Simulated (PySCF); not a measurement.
**GeHBr (SMILES [GeH][Br]) at CISD/STO-6G**

What is the energy change on altering one bond length of GeHBr at CISD/STO-6G? The job is set up through a Python script.

Program for the calculation: PySCF 2.14.0.

6 further runs of the same task are left out: 6 set aside as unsound or not needed.

### Step 1. The system as given

GeHBr has 3 atoms, charge 0, and is taken as a singlet. As SMILES, `[GeH][Br]`. Geometry: relaxed at PBE0-D4/def2-TZVP.

Bond lengths: Ge1–Br2 2.339 Å, Ge1–H3 1.598 Å. Angles: Br2–Ge1–H3 93.3°.

### Step 2. A single-point energy at CISD/STO-6G

Input file job.py:

```python
from pyscf import gto, ci

molecule = gto.Mole()
molecule.atom = '''
Ge       0.359400      -0.859900       0.094000
Br       0.673600       1.417200       0.525900
H       -1.044000      -0.622200      -0.633200
'''
molecule.basis = 'sto-6g'
molecule.max_memory = 1860
molecule.charge = 0
molecule.verbose = 4
molecule.build()

hf = molecule.RHF()
hf.conv_tol = 1e-10
hf.kernel()
if not hf.converged:
    hf = hf.newton().run(hf.mo_coeff, hf.mo_occ)

cisd = ci.CISD(hf, frozen=18)
cisd.kernel()
energy = cisd.e_tot
print(f'total energy: {energy:.8f} hartree')
```

Started as:

```sh
$ OMP_NUM_THREADS=1 python job.py
```

The program printed:

```text
PySCF version 2.14.0

[INPUT] num. atoms = 3
[INPUT] num. electrons = 68
[INPUT] charge = 0
[INPUT] spin (= nelec alpha-beta = 2S) = 0
[INPUT] symmetry False subgroup None
[INPUT] Mole.unit = angstrom
[INPUT] Symbol           X                Y                Z      unit          X                Y                Z       unit  Magmom
[INPUT]  1 Ge     0.359400000000  -0.859900000000   0.094000000000 AA    0.679167569169  -1.624975494513   0.177634255709 Bohr   0.0
[INPUT]  2 Br     0.673600000000   1.417200000000   0.525900000000 AA    1.272919517507   2.678119863734   0.993806968909 Bohr   0.0
[INPUT]  3 H     -1.044000000000  -0.622200000000  -0.633200000000 AA   -1.972874074046  -1.175787594704  -1.196574582075 Bohr   0.0

nuclear repulsion = 270.365367795321
number of shells = 17
number of NR pGTOs = 222
number of NR cGTOs = 37
basis = sto-6g
ecp = {}

******** <class 'pyscf.scf.hf.RHF'> ********
method = RHF
initial guess = minao
damping factor = 0
level_shift factor = 0
DIIS = <class 'pyscf.scf.diis.CDIIS'>
diis_start_cycle = 1
diis_space = 8
diis_damp = 0
SCF conv_tol = 1e-10
SCF conv_tol_grad = None
SCF max_cycles = 50
direct_scf = True
direct_scf_tol = 1e-13
Set gradient conv threshold to 1e-05
Initial guess from minao.
init E= -4618.86992930849
  HOMO = -0.519969784513873  LUMO = -0.340733417085459  gap/eV = 4.87727
cycle= 1 E= -4624.43979552038  delta_E= -5.57  |g|= 0.308  |ddm|= 1.98
  HOMO = -0.221146106523632  LUMO = 0.125174980590088  gap/eV = 9.42388
cycle= 2 E= -4624.47971063663  delta_E= -0.0399  |g|= 0.0423  |ddm|= 0.673
  HOMO = -0.242249831671603  LUMO = 0.143338261535495  gap/eV = 10.49239
cycle= 3 E= -4624.48101043069  delta_E= -0.0013  |g|= 0.0123  |ddm|= 0.113
  HOMO = -0.244973596495621  LUMO = 0.139100423440824  gap/eV = 10.45119
cycle= 4 E= -4624.48117003501  delta_E= -0.00016  |g|= 0.00376  |ddm|= 0.045
  HOMO = -0.244658081579048  LUMO = 0.140441414566407  gap/eV = 10.47909
cycle= 5 E= -4624.48118954143  delta_E= -1.95e-05  |g|= 0.000762  |ddm|= 0.0181
  HOMO = -0.244674177405141  LUMO = 0.140398767453576  gap/eV = 10.47837
cycle= 6 E= -4624.48119043864  delta_E= -8.97e-07  |g|= 0.000154  |ddm|= 0.00382
  HOMO = -0.244666296946089  LUMO = 0.140412978853165  gap/eV = 10.47854
cycle= 7 E= -4624.48119047501  delta_E= -3.64e-08  |g|= 3.69e-05  |ddm|= 0.000757
  HOMO = -0.244665585214786  LUMO = 0.140412840810016  gap/eV = 10.47852
cycle= 8 E= -4624.48119047682  delta_E= -1.81e-09  |g|= 1.26e-05  |ddm|= 0.000139
  HOMO = -0.244665535656661  LUMO = 0.140413316979451  gap/eV = 10.47853
cycle= 9 E= -4624.48119047706  delta_E= -2.35e-10  |g|= 2.44e-06  |ddm|= 5.25e-05
  HOMO = -0.244665723551672  LUMO = 0.140413076865532  gap/eV = 10.47853
cycle= 10 E= -4624.48119047706  delta_E=    0  |g|= 5.61e-07  |ddm|= 1.05e-05
  HOMO = -0.244665701515873  LUMO = 0.140413087626852  gap/eV = 10.47853
Extra cycle  E= -4624.48119047707  delta_E= -1.27e-11  |g|= 2.71e-07  |ddm|= 1.36e-06
converged SCF energy = -4624.48119047707

******** <class 'pyscf.ci.cisd.RCISD'> ********
CISD nocc = 16, nmo = 19
frozen orbitals 18
max_cycle = 50
direct = 0
conv_tol = 1e-09
max_cycle = 50
max_space = 12
lindep = 0
nroots = 1
Init t2, MP2 energy = -0.0352966977654011
RCISD converged
E(RCISD) = -4624.531535011221  E_corr = -0.05034453414971207
total energy: -4624.53153501 hartree
```

Wall time 2 s (1 thread of Intel Xeon Platinum 8488C (Sapphire Rapids), shared host); peak memory 0.12 GiB.

### Step 3. The distorted shape

Input file input.xyz:

```xyz
3
BrGeH
Ge     0.202306    -1.998404    -0.121941
Br     0.673600     1.417200     0.525900
H     -1.201094    -1.760704    -0.849141
```

Input file job.py:

```python
from pyscf import gto, ci

molecule = gto.M(
    atom='input.xyz',
    verbose=3,
    spin=0,
    basis='sto-6g',
    max_memory=1860,
)

myscf = molecule.RHF()
myscf.conv_tol = 1e-10
myscf.kernel()
if not myscf.converged:
    myscf = myscf.newton().run(myscf.mo_coeff, myscf.mo_occ)

cisd = ci.CISD(myscf, frozen=18)
cisd.kernel()
e_final = cisd.e_tot
print('Final energy', e_final)
```

Started as:

```sh
$ OMP_NUM_THREADS=1 python job.py
```

The program printed:

```text
converged SCF energy = -4624.31263018055
E(RCISD) = -4624.394131888455  E_corr = -0.08150170790796751
Final energy -4624.394131888455
```

Wall time 1.7 s (1 thread of Intel Xeon Platinum 8488C (Sapphire Rapids), shared host); peak memory 0.12 GiB.

### Step 4. Results

At CISD/STO-6G, 18 core orbitals frozen:

| quantity | value |
| --- | --- |
| first shape: total energy | -4624.53154 Eh |
| first shape: dipole moment (Hartree–Fock density) | 2.22 D |
| first shape: HOMO energy (Hartree–Fock orbitals) | -6.66 eV |
| first shape: LUMO energy (Hartree–Fock orbitals) | 3.82 eV |
| first shape: HOMO–LUMO gap (Hartree–Fock orbitals) | 10.48 eV |
| first shape: correlation energy (18 core orbitals frozen) | -50.3 mEh |
| distorted shape: total energy | -4624.39413 Eh |
| distorted shape: dipole moment (Hartree–Fock density) | 7.99 D |
| distorted shape: HOMO energy (Hartree–Fock orbitals) | -4.74 eV |
| distorted shape: LUMO energy (Hartree–Fock orbitals) | 2.19 eV |
| distorted shape: HOMO–LUMO gap (Hartree–Fock orbitals) | 6.92 eV |
| distorted shape: correlation energy (18 core orbitals frozen) | -81.5 mEh |
| energy change with the Ge1–Br2 bond stretched from 2.339 to 3.508 Å | 3.739 eV |

In words: One bond (distorted shape) is far stretched, which a spin-restricted single reference describes badly; a broken-symmetry solution may lie lower. With the Ge1–Br2 bond stretched from 2.339 to 3.508 Å the energy rises by 3.74 eV (86 kcal/mol). The first shape isn't relaxed at this level, so the change isn't measured from a minimum. A restricted reference can't describe the breaking bond well at this length. The minimal basis adds a large error of its own. Mulliken charges (first shape) of the mean-field density run from -0.28 on Br2 to +0.46 on Ge1. Mulliken charges (distorted shape) of the mean-field density run from -0.50 on Br2 to +0.64 on Ge1; they depend strongly on the basis.
